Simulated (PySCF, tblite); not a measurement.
# H₉NO₃Si₃: geometry, infrared bands and NMR shifts

Aim: predict the infrared bands and NMR shifts of H₉NO₃Si₃ (`N[Si@H](O[SiH3])O[SiH2]O`).

Programs: tblite 0.8.0 and PySCF 2.14.0, with density-fitted response routines of our own. Each step states its level of theory. These are calculated values for one molecule in the gas phase, unless marked as measured. Atoms count from 0, in the outputs and in this text.

## 1. Starting geometry

16 atoms, charge 0, multiplicity 1; geometry from: force field or distance geometry start.

Bonds of the start (Å): N0–Si1 1.81, Si1–O2 1.70, O2–Si3 1.72, Si1–O4 1.71, O4–Si5 1.72, Si5–O6 1.72, N0–H7 1.04, N0–H8 1.04, Si1–H9 1.48, Si3–H10 1.46, Si3–H11 1.49, Si3–H12 1.45, Si5–H13 1.46, Si5–H14 1.46, O6–H15 1.00.

## 2. Optimising the geometry with GFN2-xTB

Job settings and geometry (Å):

```
{"job": {"kind": "relax", "xc": "GFN2-xTB", "basis": "xTB"}, "charge": 0, "multiplicity": 1}
N     -0.244300    -1.376900     0.655900
Si    -0.341700     0.356000     0.147100
O     -1.642000     0.613900    -0.925100
Si    -3.034300    -0.061400    -0.173400
O      1.077400     0.839100    -0.666100
Si     2.333100     0.842800     0.504800
O      3.731000     0.244700    -0.297100
H     -0.007300    -1.961600    -0.173400
H      0.538800    -1.501800     1.332600
H     -0.606100     1.215200     1.327800
H     -4.144500     0.865300    -0.352800
H     -2.705500    -0.197500     1.272900
H     -3.252300    -1.373800    -0.762400
H      2.477800     2.221300     0.954300
H      1.944800    -0.039400     1.605600
H      3.867400    -0.676800     0.072500
```

The run is started by

```
OMP_NUM_THREADS=1 python probes_run.py task.json out
```

One launch serves the whole session: the jobs run in the order shown.

**Question.** This job is followed by: GFN2-xTB harmonic vibrations, gas phase; GIAO PBE0/pcSseg-1 NMR shielding, non-relativistic, gas phase. What will the session give for the following? strongest single infrared mode (GFN2-xTB); zero-point energy (GFN2-xTB); 1H shifts against TMS (PBE0/pcSseg-1, means over atoms taken as alike); 15N shifts against NH3 (PBE0/pcSseg-1); 29Si shifts against TMS (PBE0/pcSseg-1); 17O shifts against H2O (PBE0/pcSseg-1).

As calculated:

| quantity | value |
| --- | --- |
| strongest single infrared mode (GFN2-xTB) | 1099 cm⁻¹, 688 km/mol |
| zero-point energy (GFN2-xTB) | 61.1 kcal/mol |
| 1H shifts against TMS (PBE0/pcSseg-1, means over atoms taken as alike) | 5.23, 5.11, 5.04, 4.78, 2.07, 0.78 ppm |
| 15N shifts against NH3 (PBE0/pcSseg-1) | 35.2 ppm |
| 29Si shifts against TMS (PBE0/pcSseg-1) | -36.4, -44.1, -56.4 ppm |
| 17O shifts against H2O (PBE0/pcSseg-1) | 104.3, 51.3, 49.4 ppm |

Over 204 steps the energy fell by 1.880 eV; of the close pairs, O2–Si3 changed most, 1.720 to 1.618 Å. No mode is imaginary among the 42: a minimum at this level. The strongest single mode, at 1099 cm⁻¹, moves mainly O2. Unscaled tight-binding wavenumbers are off by several per cent, some by more. Its intensities can rank the bands wrongly.
